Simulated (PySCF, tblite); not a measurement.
# C6H15AlClN: geometry, infrared bands and NMR shifts

Wanted: the infrared bands and NMR shifts of C6H15AlClN (`CC(C)[C@@H]1C[C@H]1[Al@@H-]([NH3+])[Cl]`), by calculation.

Programs: tblite 0.8.0 and PySCF 2.14.0, with density-fitted response routines of our own. Each step states its level of theory. These are calculated values for one molecule in the gas phase, unless marked as measured. Atoms count from 0, in the outputs and in this text.

### 1 The starting structure

24 atoms, charge 0, multiplicity 1; geometry from: force field or distance geometry start.

Bonds of the start (Å): C0–C1 1.53, C1–C2 1.51, C1–C3 1.54, C3–C4 1.53, C4–C5 1.52, C5–Al6 2.01, Al6–N7 1.91, Al6–Cl8 2.22, C5–C3 1.53, C0–H9 1.11, C0–H10 1.12, C0–H11 1.10, C1–H12 1.13, C2–H13 1.11, C2–H14 1.12, C2–H15 1.10, C3–H16 1.10, C4–H17 1.12, C4–H18 1.11, C5–H19 1.12, Al6–H20 1.59, N7–H21 1.05, N7–H22 1.04, N7–H23 1.04.

### 2 Optimising the geometry with GFN2-xTB

Job settings and geometry (Å):

```
{"job": {"kind": "relax", "xc": "GFN2-xTB", "basis": "xTB"}, "charge": 0, "multiplicity": 1}
C     -1.275100     1.203200     1.399200
C     -1.543600    -0.088700     0.621400
C     -2.860200    -0.020200    -0.119000
C     -0.390300    -0.330900    -0.371900
C     -0.127000    -1.797100    -0.708800
C      0.824500    -1.054600     0.208600
Al     2.579900    -0.488300    -0.592700
N      2.682900     1.421000    -0.593000
Cl     4.237900    -1.311400     0.628500
H     -1.228400     2.068900     0.707900
H     -2.104900     1.385400     2.127700
H     -0.331700     1.131300     1.963900
H     -1.615600    -0.920800     1.381300
H     -3.700600     0.149200     0.588200
H     -2.859400     0.822700    -0.858800
H     -3.060900    -0.969100    -0.647700
H     -0.212100     0.384700    -1.189500
H      0.231100    -1.954600    -1.756200
H     -0.772800    -2.537000    -0.198600
H      0.743500    -1.359900     1.281000
H      2.691300    -1.029800    -2.081000
H      2.177200     1.795200    -1.432800
H      3.680800     1.730200    -0.615000
H      2.221800     1.790400     0.264900
```

Started as:

```sh
OMP_NUM_THREADS=1 python probes_run.py task.json out
```

One launch serves the whole session: the jobs run in the order shown.

**Question.** This job is followed by: GFN2-xTB harmonic vibrations, gas phase; GIAO PBE0/pcSseg-1 NMR shielding, non-relativistic, gas phase. What will the session give for the following? strongest single infrared mode (GFN2-xTB); zero-point energy (GFN2-xTB); 13C shifts against TMS (PBE0/pcSseg-1); 1H shifts against TMS (PBE0/pcSseg-1, means over atoms taken as alike); 27Al shifts against AlH4- (PBE0/pcSseg-1); 15N shifts against NH3 (PBE0/pcSseg-1); 35Cl shifts against HCl (PBE0/pcSseg-1).

The runs gave:

| quantity | value |
| --- | --- |
| strongest single infrared mode (GFN2-xTB) | 689 cm⁻¹, 601 km/mol |
| zero-point energy (GFN2-xTB) | 123.9 kcal/mol |
| 13C shifts against TMS (PBE0/pcSseg-1) | 39.4, 25.9, 25.2, 23.1, 9.9, 0.5 ppm |
| 1H shifts against TMS (PBE0/pcSseg-1, means over atoms taken as alike) | 3.23, 2.12, 1.15, 0.96, 0.55, 0.48, 0.39, -0.30, -0.98 ppm |
| 27Al shifts against AlH4- (PBE0/pcSseg-1) | 67.8 ppm |
| 15N shifts against NH3 (PBE0/pcSseg-1) | 38.4 ppm |
| 35Cl shifts against HCl (PBE0/pcSseg-1) | -32 ppm |

**Reading.** The optimisation took 166 steps and gained 0.859 eV; among the close pairs (by a distance rule), Al6–N7 changed most, from 1.912 to 2.100 Å. No mode is imaginary among the 66: a minimum at this level. The strongest single mode, at 689 cm⁻¹, moves mainly H20 and Al6. Unscaled tight-binding wavenumbers are off by several per cent, some by more. Its intensities can rank the bands wrongly.
